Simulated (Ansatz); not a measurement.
# Ti2InC: properties at the relaxed cell

The task here is to estimate one member of a computed series from the others.

Computed with Ansatz 0.2.0 (DFT PBEsol, scalar-relativistic, plane waves, PAW, unless a step's input says otherwise).

1 further run of the same task is left out (set aside as unsound or not needed).

### The structure to begin with

The structure is hexagonal, space group P6_3/mmc (No. 194). The conventional cell has a = 3.108 Å, b = 3.108 Å, c = 14.030 Å, α = 90.00°, β = 90.00°, γ = 120.00°. Ti (site symmetry 3m) is surrounded by 3 C at 2.11 Å. Around In (site symmetry -6m2) lie 6 Ti at 3.00 Å and 6 In at 3.11 Å. C (site symmetry -3m) has 6 Ti at 2.11 Å as nearest neighbours.

As a file:

```xyz
8
Lattice="3.1079 0.0000 0.0000 -1.5539 2.6915 0.0000 0.0000 0.0000 14.0303" Properties=species:S:1:pos:R:3 pbc="T T T"
Ti    1.5539    0.8972    8.1189
Ti    1.5539    0.8972   12.9266
Ti    0.0000    1.7943    1.1038
Ti    0.0000    1.7943    5.9114
In    1.5539    0.8972    3.5076
In    0.0000    1.7943   10.5227
C     0.0000    0.0000    7.0152
C     0.0000    0.0000    0.0000
```

It goes back to an entry of the Materials Project, which need not be the stable form.

This cell was relaxed beforehand with the same method: volume 14.67 Å³/atom, gap on the mesh none (metal).

Set-up of the first run:

Contents of input.yaml:

```yaml
crystal:
  lattice:
    - [3.0764908657, 0.0, 0.0]
    - [-1.5382454328, 2.6643192442, 0.0]
    - [0.0, 0.0, 13.8885893958]
  atoms:
    - { symbol: Ti, position: [0.6666666667, 0.3333333333, 0.5786695144] }
    - { symbol: Ti, position: [0.6666666667, 0.3333333333, 0.9213304856] }
    - { symbol: Ti, position: [0.3333333333, 0.6666666667, 0.0786695144] }
    - { symbol: Ti, position: [0.3333333333, 0.6666666667, 0.4213304856] }
    - { symbol: In, position: [0.6666666667, 0.3333333333, 0.25] }
    - { symbol: In, position: [0.3333333333, 0.6666666667, 0.75] }
    - { symbol: C, position: [0.0, 0.0, 0.5] }
    - { symbol: C, position: [0.0, 0.0, 0.0] }
basis:
  ecutwfc: 420
kpoints:
  mp_grid: { grid: [15, 15, 4] }
hamiltonian:
  xc: pbesol
scf:
  occupations: { method: gaussian, width: 0.1 }
output:
  forces: true
  stress: true
  eigenvalues: true
relax:
  adjacent_minimum: "off"
  f_tol: 0.01
  max_steps: 30
  cell: { stress_tol: 0.1, fix: [volume] }
```

Started as:

```
$ ansatz run input.yaml --threads 2 --pin off --max-ram 5120MiB --backend cpu --events-out ev --progress --plain --runs-dir out
```

Among the steps run: Point at V/V0 = 0.97; Volume × 1.03; Volume × 0.94; Point at V/V0 = 1.06; Volume × 0.91; Volume × 1.10; Point at V/V0 = 0.88.

One of the session's tables, all rows but one given; the rest of the session is left out.

It belongs to the step «Fit of the equation of state». 

```
volume (Å³/atom)  energy above the lowest point (meV/atom)  pressure (GPa)
          12.910                                     115.8           23.78
          13.350                                      61.2           16.26
          13.790                                         ?               ?
          14.230                                       6.0            4.52
          14.670                                       0.0           -0.02
          15.110                                       5.5           -3.84
          15.550                                      20.5           -7.03
          16.137                                      52.8          -10.46
```

Estimate the missing values for volume (Å³/atom) = 13.790.

Worked estimate for «energy above the lowest point (meV/atom)». A straight line through the neighbours (13.350, 61.2) and (14.230, 6.0) gives 61.2 + (6.0 − 61.2) × (13.790 − 13.350) / (14.230 − 13.350) = 33.6; a parabola fitted to 4 rows on both sides gives 25.5.

**Answer.** energy above the lowest point (meV/atom): 25.5; pressure (GPa): 9.90. In «energy above the lowest point (meV/atom)» the line misses by +8.1 and the parabola by 0.0.
